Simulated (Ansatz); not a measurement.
# Ga32Sb11P21: the cost of one run

Computed with Ansatz 0.2.0 (DFT PBEsol, scalar-relativistic, plane waves, PAW, and further levels as typed in the inputs, unless a step's input says otherwise).

1 further run of the same task is left out (it didn't finish).

### 1 Starting point

The structure is triclinic, space group P1 (No. 1). Conventional cell: a = 11.340 Å, b = 11.340 Å, c = 11.340 Å, α = 90.00°, β = 90.00°, γ = 90.00°. Ga (site symmetry 1) is surrounded by 2 P at 2.46 Å and 2 Sb at 2.46 Å. Around Ga (site symmetry 1) lie 4 P at 2.46 Å. Around Ga (site symmetry 1) lie 3 P at 2.46 Å and 1 Sb at 2.46 Å. Ga (site symmetry 1) has 1 Sb at 2.46 Å and 3 P at 2.46 Å as nearest neighbours. Only part of the 64 independent sites is listed.

Structure file:

```cif
data_structure
_symmetry_space_group_name_H-M 'P 1'
_symmetry_Int_Tables_number 1
_cell_length_a 11.3400
_cell_length_b 11.3400
_cell_length_c 11.3400
_cell_angle_alpha 90.000
_cell_angle_beta 90.000
_cell_angle_gamma 90.000
_cell_volume 1458.27
loop_
_atom_site_label
_atom_site_type_symbol
_atom_site_fract_x
_atom_site_fract_y
_atom_site_fract_z
_atom_site_occupancy
Ga1 Ga 0.00000 0.00000 0.00000 1
Ga2 Ga 0.00000 0.25000 0.25000 1
Ga3 Ga 0.25000 0.00000 0.25000 1
Ga4 Ga 0.25000 0.25000 0.00000 1
Ga5 Ga 0.00000 0.00000 0.50000 1
Ga6 Ga 0.00000 0.25000 0.75000 1
Ga7 Ga 0.25000 0.00000 0.75000 1
Ga8 Ga 0.25000 0.25000 0.50000 1
Ga9 Ga 0.00000 0.50000 0.00000 1
Ga10 Ga 0.00000 0.75000 0.25000 1
Ga11 Ga 0.25000 0.50000 0.25000 1
Ga12 Ga 0.25000 0.75000 0.00000 1
Ga13 Ga 0.00000 0.50000 0.50000 1
Ga14 Ga 0.00000 0.75000 0.75000 1
Ga15 Ga 0.25000 0.50000 0.75000 1
Ga16 Ga 0.25000 0.75000 0.50000 1
Ga17 Ga 0.50000 0.00000 0.00000 1
Ga18 Ga 0.50000 0.25000 0.25000 1
Ga19 Ga 0.75000 0.00000 0.25000 1
Ga20 Ga 0.75000 0.25000 0.00000 1
Ga21 Ga 0.50000 0.00000 0.50000 1
Ga22 Ga 0.50000 0.25000 0.75000 1
Ga23 Ga 0.75000 0.00000 0.75000 1
Ga24 Ga 0.75000 0.25000 0.50000 1
Ga25 Ga 0.50000 0.50000 0.00000 1
Ga26 Ga 0.50000 0.75000 0.25000 1
Ga27 Ga 0.75000 0.50000 0.25000 1
Ga28 Ga 0.75000 0.75000 0.00000 1
Ga29 Ga 0.50000 0.50000 0.50000 1
Ga30 Ga 0.50000 0.75000 0.75000 1
Ga31 Ga 0.75000 0.50000 0.75000 1
Ga32 Ga 0.75000 0.75000 0.50000 1
P1 P 0.12500 0.12500 0.12500 1
P2 P 0.12500 0.37500 0.37500 1
P3 P 0.37500 0.12500 0.37500 1
P4 P 0.37500 0.37500 0.12500 1
P5 P 0.12500 0.12500 0.62500 1
P6 P 0.12500 0.37500 0.87500 1
P7 P 0.37500 0.12500 0.87500 1
Sb1 Sb 0.37500 0.37500 0.62500 1
P8 P 0.12500 0.62500 0.12500 1
P9 P 0.12500 0.87500 0.37500 1
P10 P 0.37500 0.62500 0.37500 1
P11 P 0.37500 0.87500 0.12500 1
Sb2 Sb 0.12500 0.62500 0.62500 1
P12 P 0.12500 0.87500 0.87500 1
P13 P 0.37500 0.62500 0.87500 1
Sb3 Sb 0.37500 0.87500 0.62500 1
P14 P 0.62500 0.12500 0.12500 1
Sb4 Sb 0.62500 0.37500 0.37500 1
P15 P 0.87500 0.12500 0.37500 1
P16 P 0.87500 0.37500 0.12500 1
Sb5 Sb 0.62500 0.12500 0.62500 1
Sb6 Sb 0.62500 0.37500 0.87500 1
Sb7 Sb 0.87500 0.12500 0.87500 1
Sb8 Sb 0.87500 0.37500 0.62500 1
P17 P 0.62500 0.62500 0.12500 1
P18 P 0.62500 0.87500 0.37500 1
Sb9 Sb 0.87500 0.62500 0.37500 1
Sb10 Sb 0.87500 0.87500 0.12500 1
P19 P 0.62500 0.62500 0.62500 1
P20 P 0.62500 0.87500 0.87500 1
P21 P 0.87500 0.62500 0.87500 1
Sb11 Sb 0.87500 0.87500 0.62500 1
```

### 2 Relaxing cell and atoms: Ga32Sb11P21, no spin

input.yaml

```yaml
crystal:
  lattice:
    - [11.34, 0.0, 0.0]
    - [0.0, 11.34, 0.0]
    - [0.0, 0.0, 11.34]
  atoms:
    - { symbol: Ga, position: [0.0, 0.0, 0.0] }
    - { symbol: Ga, position: [0.0, 0.25, 0.25] }
    - { symbol: Ga, position: [0.25, 0.0, 0.25] }
    - { symbol: Ga, position: [0.25, 0.25, 0.0] }
    - { symbol: Ga, position: [0.0, 0.0, 0.5] }
    - { symbol: Ga, position: [0.0, 0.25, 0.75] }
    - { symbol: Ga, position: [0.25, 0.0, 0.75] }
    - { symbol: Ga, position: [0.25, 0.25, 0.5] }
    - { symbol: Ga, position: [0.0, 0.5, 0.0] }
    - { symbol: Ga, position: [0.0, 0.75, 0.25] }
    - { symbol: Ga, position: [0.25, 0.5, 0.25] }
    - { symbol: Ga, position: [0.25, 0.75, 0.0] }
    - { symbol: Ga, position: [0.0, 0.5, 0.5] }
    - { symbol: Ga, position: [0.0, 0.75, 0.75] }
    - { symbol: Ga, position: [0.25, 0.5, 0.75] }
    - { symbol: Ga, position: [0.25, 0.75, 0.5] }
    - { symbol: Ga, position: [0.5, 0.0, 0.0] }
    - { symbol: Ga, position: [0.5, 0.25, 0.25] }
    - { symbol: Ga, position: [0.75, 0.0, 0.25] }
    - { symbol: Ga, position: [0.75, 0.25, 0.0] }
    - { symbol: Ga, position: [0.5, 0.0, 0.5] }
    - { symbol: Ga, position: [0.5, 0.25, 0.75] }
    - { symbol: Ga, position: [0.75, 0.0, 0.75] }
    - { symbol: Ga, position: [0.75, 0.25, 0.5] }
    - { symbol: Ga, position: [0.5, 0.5, 0.0] }
    - { symbol: Ga, position: [0.5, 0.75, 0.25] }
    - { symbol: Ga, position: [0.75, 0.5, 0.25] }
    - { symbol: Ga, position: [0.75, 0.75, 0.0] }
    - { symbol: Ga, position: [0.5, 0.5, 0.5] }
    - { symbol: Ga, position: [0.5, 0.75, 0.75] }
    - { symbol: Ga, position: [0.75, 0.5, 0.75] }
    - { symbol: Ga, position: [0.75, 0.75, 0.5] }
    - { symbol: P, position: [0.125, 0.125, 0.125] }
    - { symbol: P, position: [0.125, 0.375, 0.375] }
    - { symbol: P, position: [0.375, 0.125, 0.375] }
    - { symbol: P, position: [0.375, 0.375, 0.125] }
    - { symbol: P, position: [0.125, 0.125, 0.625] }
    - { symbol: P, position: [0.125, 0.375, 0.875] }
    - { symbol: P, position: [0.375, 0.125, 0.875] }
    - { symbol: Sb, position: [0.375, 0.375, 0.625] }
    - { symbol: P, position: [0.125, 0.625, 0.125] }
    - { symbol: P, position: [0.125, 0.875, 0.375] }
    - { symbol: P, position: [0.375, 0.625, 0.375] }
    - { symbol: P, position: [0.375, 0.875, 0.125] }
    - { symbol: Sb, position: [0.125, 0.625, 0.625] }
    - { symbol: P, position: [0.125, 0.875, 0.875] }
    - { symbol: P, position: [0.375, 0.625, 0.875] }
    - { symbol: Sb, position: [0.375, 0.875, 0.625] }
    - { symbol: P, position: [0.625, 0.125, 0.125] }
    - { symbol: Sb, position: [0.625, 0.375, 0.375] }
    - { symbol: P, position: [0.875, 0.125, 0.375] }
    - { symbol: P, position: [0.875, 0.375, 0.125] }
    - { symbol: Sb, position: [0.625, 0.125, 0.625] }
    - { symbol: Sb, position: [0.625, 0.375, 0.875] }
    - { symbol: Sb, position: [0.875, 0.125, 0.875] }
    - { symbol: Sb, position: [0.875, 0.375, 0.625] }
    - { symbol: P, position: [0.625, 0.625, 0.125] }
    - { symbol: P, position: [0.625, 0.875, 0.375] }
    - { symbol: Sb, position: [0.875, 0.625, 0.375] }
    - { symbol: Sb, position: [0.875, 0.875, 0.125] }
    - { symbol: P, position: [0.625, 0.625, 0.625] }
    - { symbol: P, position: [0.625, 0.875, 0.875] }
    - { symbol: P, position: [0.875, 0.625, 0.875] }
    - { symbol: Sb, position: [0.875, 0.875, 0.625] }
scf:
  occupations: { method: gaussian, width: 0.01 }
output:
  forces: true
  stress: true
  eigenvalues: true
  write_density: true
  write_potential: true
  elf: true
  volumetric_format: npy
hamiltonian:
  xc: pbesol
relax:
  f_tol: 0.005
  max_steps: 60
  cell: { stress_tol: 0.03 }
kpoints:
  mp_grid: { grid: [2, 2, 2] }
```

Run with:

```
ansatz run input.yaml --threads 8 --pin off --max-ram 40960MiB --backend cpu --events-out ev --progress --plain --runs-dir out
```

Q: Estimate wall time and peak memory on 8 threads of Arm Neoverse V2, shared host.

About 11 min, with a peak of 19 GiB.
